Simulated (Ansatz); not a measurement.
**One shape, several levels: triplet C2H2Cl2Si**

Aim: a comparison of 6 runs (UHF/3-21G, UB2PLYP/def2-SVP, UBHLYP/def2-SVP, USVWN5/def2-SVP, UMP2/def2-SVP, UCCSD(T)/def2-SVP) of triplet C2H2Cl2Si. 

The results are computed with Ansatz 0.2.0.

63 further runs of the same task are left out: 1 that didn't finish, 62 set aside as unsound or not needed.

## Step 1: The structure to begin with

C2H2Cl2Si: 7 atoms, total charge 0, spin state triplet. SMILES of the parent species: `C#C[SiH](Cl)Cl`. The coordinates come from a PBE0-D4/def2-TZVP relaxation. That shape belongs to the parent species and isn't relaxed for this state.

Bond lengths: C1–C2 1.205 Å, C2–Si3 1.807 Å, Si3–Cl4 2.037 Å, Si3–Cl5 2.037 Å, C1–H6 1.066 Å, Si3–H7 1.472 Å. Angles: C1–C2–Si3 179.1°, C2–Si3–Cl4 109.2°, C2–Si3–Cl5 109.2°, Cl4–Si3–Cl5 109.6°, C2–C1–H6 179.8°, C2–Si3–H7 111.4°, Cl4–Si3–H7 108.7°, Cl5–Si3–H7 108.7°.

## Step 2: A single-point energy at UHF/3-21G (run 1)

File molecule.yaml:

```yaml
basis:
  gaussian:
    orbitals: 3-21G.json
crystal:
  periodic: [false, false, false]
  atoms:
    - {symbol: C, position_ang: [0.222100, -0.669300, 1.881600]}
    - {symbol: C, position_ang: [0.127700, -0.285200, 0.743200]}
    - {symbol: Si, position_ang: [0.012700, 0.282700, -0.968900]}
    - {symbol: Cl, position_ang: [-1.510600, -0.698400, -1.899200]}
    - {symbol: Cl, position_ang: [-0.353700, 2.286200, -0.986900]}
    - {symbol: H, position_ang: [0.302500, -1.008200, 2.889500]}
    - {symbol: H, position_ang: [1.260700, 0.024000, -1.705100]}
magnetization:
  spin_polarized: true
  initial_magnetization: 2
hamiltonian:
  xc: hf
accuracy: high
output:
  orbitals: {seedname: orbitals}
```

The basis set 3-21G is read from a file made from the Basis Set Exchange's data (not shown).

Run with:

```
$ ansatz run molecule.yaml --threads 1 --pin off --max-ram 3480MiB --events-out events.jsonl --progress --plain --runs-dir runs
```

Log:

```text
Warning: RAYON_NUM_THREADS=1 ignored (pool sized by the plan → 1); use --threads N
Functional definition: HF
  name "HF"
  exchange = exact_x
  correlation = 0
1360 factors; integrals over basis functions are off by at most 7.9e-9 eV
mean field evaluation 1: about -34780.2102 eV, gradient 1.7e1 eV
mean field evaluation 2: about -34780.5954 eV, gradient 1.7e1 eV
mean field evaluation 4: about -34783.8372 eV, gradient 2.8e0 eV
mean field evaluation 8: about -34784.1229 eV, gradient 3.1e-1 eV
mean field evaluation 16: about -34784.1259 eV, gradient 1.8e-2 eV
mean field evaluation 32: about -34784.8871 eV, gradient 2.7e-3 eV
mean field evaluation 64: about -34778.8840 eV, gradient 1.1e1 eV
mean field evaluation 96: about -34784.8527 eV, gradient 3.1e-2 eV
mean field evaluation 128: about -34779.4540 eV, gradient 9.1e0 eV
mean field evaluation 160: about -34784.1100 eV, gradient 7.6e-1 eV
mean field evaluation 192: about -34780.0696 eV, gradient 5.4e0 eV
mean field evaluation 224: about -34782.7692 eV, gradient 8.0e0 eV
mean field evaluation 256: about -34784.2516 eV, gradient 8.0e-1 eV
mean field -34784.88711839 eV, -1278.3210235574 hartree, gradient 7.1e-8 eV, S^2 2.016389; 4 other end points of the search recorded, 0 dependent functions left out
reference -34784.88711839 eV, -1278.3210235574 hartree; 32, 30 occupied and 29, 31 virtual orbitals, 1360 factors
Total energy: -34784.88711839 eV, -1278.3210235574 hartree
```

Wall time 11 s (1 thread of Arm Neoverse V2, shared host); peak memory 0.27 GiB.

## Step 3: The energy at UB2PLYP/def2-SVP (run 2)

File input.yaml:

```yaml
crystal:
  periodic: [false, false, false]
  atoms:
    - {symbol: C, position_ang: [0.222100, -0.669300, 1.881600]}
    - {symbol: C, position_ang: [0.127700, -0.285200, 0.743200]}
    - {symbol: Si, position_ang: [0.012700, 0.282700, -0.968900]}
    - {symbol: Cl, position_ang: [-1.510600, -0.698400, -1.899200]}
    - {symbol: Cl, position_ang: [-0.353700, 2.286200, -0.986900]}
    - {symbol: H, position_ang: [0.302500, -1.008200, 2.889500]}
    - {symbol: H, position_ang: [1.260700, 0.024000, -1.705100]}
basis:
  gaussian: {orbitals: def2-SVP}
magnetization: {spin_polarized: true, initial_magnetization: 2}
hamiltonian: {xc: {name: B2PLYP}}
correlation: {frozen_orbitals: {C: 1, Cl: 5, H: 0, Si: 5}}
accuracy: high
output: {orbitals: {seedname: orbitals}}
```

Run with:

```
$ ansatz run input.yaml --threads 1 --pin off --max-ram 3480MiB --events-out events.jsonl --progress --plain --runs-dir runs
```

Log, shortened:

```text
Warning: RAYON_NUM_THREADS=1 ignored (pool sized by the plan → 1); use --threads N
Functional definition: B2PLYP
  name "B2PLYP"
[...]
1847 factors; integrals over basis functions are off by at most 4.0e-9 eV
[...]
mean field -34994.41567738 eV, -1286.0210560768 hartree, gradient 2.7e-8 eV, S^2 2.007773; 6 other end points of the search recorded, 0 dependent functions left out
17 core orbitals not correlated: weight in the atoms' cores, before any rotation towards them, 1.000 or more for the frozen orbitals, at most 0.000 for the correlated occupied ones
reference -34994.41570177 eV, -1286.0210569732 hartree; 15, 13 occupied and 60, 62 virtual orbitals, 1847 factors
second order -18.32225353 eV of doubles, -0.00000000 eV of singles
Total energy: -34999.36271022 eV, -1286.2028561806 hartree
```

Wall time 69 s (1 thread of Arm Neoverse V2, shared host); peak memory 0.7 GiB.

Run 3 isn't shown in full; the table further down has it.

## Step 4: A single-point energy at USVWN5/def2-SVP (run 4)

File in.yaml:

```yaml
crystal:
  periodic: [false, false, false]
  atoms:
    - {symbol: C, position_ang: [0.222100, -0.669300, 1.881600]}
    - {symbol: C, position_ang: [0.127700, -0.285200, 0.743200]}
    - {symbol: Si, position_ang: [0.012700, 0.282700, -0.968900]}
    - {symbol: Cl, position_ang: [-1.510600, -0.698400, -1.899200]}
    - {symbol: Cl, position_ang: [-0.353700, 2.286200, -0.986900]}
    - {symbol: H, position_ang: [0.302500, -1.008200, 2.889500]}
    - {symbol: H, position_ang: [1.260700, 0.024000, -1.705100]}
basis:
  gaussian: {orbitals: def2-SVP}
magnetization: {spin_polarized: true, initial_magnetization: 2}
hamiltonian: {xc: {name: SVWN5}}
accuracy: high
output: {orbitals: {seedname: orbitals}}
```

Run with:

```
$ ansatz run in.yaml --threads 1 --pin off --max-ram 3480MiB --events-out events.jsonl --progress --plain --runs-dir runs
```

Log:

```text
Warning: RAYON_NUM_THREADS=1 ignored (pool sized by the plan → 1); use --threads N
Functional definition: SVWN5
  name "SVWN5"
  exchange = slater_x
  correlation = vwn5_c
1847 factors; integrals over basis functions are off by at most 4.0e-9 eV
mean field evaluation 1: about -34864.5408 eV, gradient 4.7e1 eV
mean field evaluation 2: about -34648.5359 eV, gradient 1.4e2 eV
mean field evaluation 4: about -34878.3714 eV, gradient 2.0e1 eV
mean field evaluation 8: about -34881.3242 eV, gradient 2.0e0 eV
mean field evaluation 16: about -34881.4095 eV, gradient 2.1e-1 eV
mean field evaluation 32: about -34880.8672 eV, gradient 2.6e0 eV
mean field evaluation 64: about -34880.9829 eV, gradient 2.6e0 eV
mean field evaluation 96: about -34881.2706 eV, gradient 1.6e-1 eV
mean field -34881.41798712 eV, -1281.8684675523 hartree, gradient 2.2e-8 eV, S^2 2.002494; 10 other end points of the search recorded, 0 dependent functions left out
reference -34881.41798987 eV, -1281.8684676536 hartree; 32, 30 occupied and 60, 62 virtual orbitals, 1847 factors
Total energy: -34881.41798987 eV, -1281.8684676536 hartree
```

Run time: 22 s. Hardware: 1 thread of Arm Neoverse V2, shared host; peak memory 0.27 GiB.

Run 5 isn't shown in full; the table further down has it.

## Step 5: The energy at UCCSD(T)/def2-SVP (run 6)

File job.yaml:

```yaml
crystal:
  periodic: [false, false, false]
  atoms:
    - {symbol: C, position_ang: [0.222100, -0.669300, 1.881600]}
    - {symbol: C, position_ang: [0.127700, -0.285200, 0.743200]}
    - {symbol: Si, position_ang: [0.012700, 0.282700, -0.968900]}
    - {symbol: Cl, position_ang: [-1.510600, -0.698400, -1.899200]}
    - {symbol: Cl, position_ang: [-0.353700, 2.286200, -0.986900]}
    - {symbol: H, position_ang: [0.302500, -1.008200, 2.889500]}
    - {symbol: H, position_ang: [1.260700, 0.024000, -1.705100]}
basis:
  gaussian:
    orbitals: def2-SVP
magnetization:
  spin_polarized: true
  initial_magnetization: 2
correlation:
  method: ccsd_t
  frozen_orbitals: {C: 1, Cl: 5, H: 0, Si: 5}
accuracy: high
scf:
  omitted_lower_state_checks: [cluster_reference, increment]
```

Run with:

```
$ ansatz run job.yaml --threads 1 --pin off --max-ram 3480MiB --events-out events.jsonl --progress --plain --runs-dir runs
```

Log:

```text
Warning: RAYON_NUM_THREADS=1 ignored (pool sized by the plan → 1); use --threads N
[... 18 lines left out ...]
17 core orbitals not correlated: weight in the atoms' cores, before any rotation towards them, 1.000 or more for the frozen orbitals, at most 0.000 for the correlated occupied ones
[... 40 lines left out ...]
Total energy: -34964.08173735 eV, -1284.9063043420 hartree
Checks for a lower state left out: cluster_reference, increment
```

Run time: 2.3 min. Hardware: 1 thread of Arm Neoverse V2, shared host; peak memory 0.93 GiB.

## Step 6: Overview of the runs

```
run              level  frozen core orbitals   energy (Eh)  HOMO energy (eV)   ⟨S²⟩  wall time
  1          UHF/3-21G                     –  -1278.321024             -6.99  2.016       11 s
  2   UB2PLYP/def2-SVP                    17  -1286.202856             -4.83  2.008       69 s
  3    UBHLYP/def2-SVP                     –  -1286.674631             -4.83  2.007       40 s
  4    USVWN5/def2-SVP                     –  -1281.868468             -2.45  2.002       22 s
  5      UMP2/def2-SVP                    17  -1284.827412                 –  2.017       40 s
  6  UCCSD(T)/def2-SVP                    17  -1284.906304                 –  2.017    2.3 min
```

## Step 7: Results

```
                                           quantity           value
                                run 6: total energy  -1284.90630 Eh
run 6: correlation energy (17 core orbitals frozen)      -624.8 mEh
                              run 6: (T) correction      -18.55 mEh
           run 6: ⟨S²⟩ of the reference determinant           2.017
                               run 6: T1 diagnostic           0.013
```

**Reading.** Totals of different functionals can't be ranked against each other. All runs together took 5.4 min, the longest 2.3 min.
